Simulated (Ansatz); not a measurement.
The system is NiMoIrPdW.

```xyz
5
Lattice="2.7662 0.0000 0.0000 -1.3831 2.3956 0.0000 0.0000 0.0000 11.0229" Properties=species:S:1:pos:R:3 pbc="T T T"
Ni    0.0000    1.5971    6.5820
Mo    0.0000    0.0000    4.5276
Pd    1.3831    0.7985    8.7654
Ir    1.3831    0.7985    2.2002
W     0.0000    1.5971   10.9936
```

The cell was built by a generator and needn't be a form met in nature.

Base run:

```yaml
Program: Ansatz 0.2.0
Functional: RPBE
Potentials_or_basis: all-electron LAPW, scalar-relativistic
Cutoff: 259 eV
Density_cutoff: 1037 eV
Basis_error_allowed: 0.002 eV/atom
k_mesh: 8 × 8 × 2
Occupations: fermi-dirac, width 0.05 eV
Spin: collinear spin, ferromagnetic start
Starting_moments: "[1.0, 1.0, 0.0, 0.6, 0.0] μB"
```

Its results: pressure 4.4 GPa; net moment 0.00 μB per cell; largest force 0.083 eV/Å.

Task: After a change of settings the same cell gave: pressure 0.3 GPa; net moment 0.00 μB per cell; largest force 0.065 eV/Å. Which change was it?
A. functional from RPBE to LDA
B. functional from RPBE to BLYP
C. functional from RPBE to PBE; potentials or basis from all-electron LAPW, scalar-relativistic to all-electron PAW datasets made for the crystal

Result: C.

Caveats: the k mesh is thin for a metal, which can move the energy by tens of meV per atom.

Not every run made on this cell is shown here.
